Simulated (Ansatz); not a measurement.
**Pd (diamond type): a single-point run**

Aim: a sound single-point run of Pd (diamond type). The structure is shown as the input types it.

Program: Ansatz 0.2.0. Level of theory: DFT, r2SCAN, all-electron PAW with datasets made for the crystal, scalar-relativistic. These are calculated values, not measurements.

4 further runs of the same task are left out: 4 that didn't finish.

### 1 The structure to begin with

It takes space group R-3m (No. 166, trigonal). The conventional cell has a = 3.788 Å, b = 3.788 Å, c = 9.278 Å, α = 90.00°, β = 90.00°, γ = 120.00°. Pd (site symmetry 3m) is surrounded by 1 Pd at 1.76 Å.

Structure file:

```cif
data_structure
_symmetry_space_group_name_H-M 'P 1'
_symmetry_Int_Tables_number 1
_cell_length_a 3.7879
_cell_length_b 3.7879
_cell_length_c 3.7879
_cell_angle_alpha 60.000
_cell_angle_beta 60.000
_cell_angle_gamma 60.000
_cell_volume 38.43
loop_
_atom_site_label
_atom_site_type_symbol
_atom_site_fract_x
_atom_site_fract_y
_atom_site_fract_z
_atom_site_occupancy
Pd1 Pd 0.78500 0.90500 0.90500 1
Pd2 Pd 0.21500 0.09500 0.09500 1
```

### 2 The calculation

File input.yaml:

```yaml
crystal:
  lattice:
    - [0.0, 2.6784289448, 2.6784289448]
    - [2.6784289448, 0.0, 2.6784289448]
    - [2.6784289448, 2.6784289448, 0.0]
  atoms:
    - { symbol: Pd, position: [-0.215, -0.095, -0.095] }
    - { symbol: Pd, position: [0.215, 0.095, 0.095] }
kpoints:
  mp_grid: { grid: [10, 10, 10] }
scf:
  occupations: { method: fermi_dirac, width: 0.3 }
  n_extra_bands: 0
  max_iter: 75
hamiltonian:
  xc: r2scan
  pseudopotentials: { kind: all_electron, datasets: crystal }
output:
  forces: true
  stress: true
  eigenvalues: true
  efg: { contact_densities: true }
```

Started as:

```sh
> ansatz run input.yaml --threads 1 --pin off --max-ram 2048MiB --backend cpu --events-out ev --progress --plain --runs-dir out
```

**Question.** How will this run end, and is anything wrong with its input?

The run ended at the input check. It says: «inconsistent input (scf.n_extra_bands, scf.occupations.method): n_bands = 18 leaves no empty band above the 18 bands per channel that the deck's 36 electrons occupy ...»

Look at the input: scf.occupations.width is 0.3; scf.n_extra_bands is 0. The band count leaves no room above the highest filled state.

Remedy: delete scf.n_extra_bands (the default then holds) and set scf.occupations.width to 0.05.
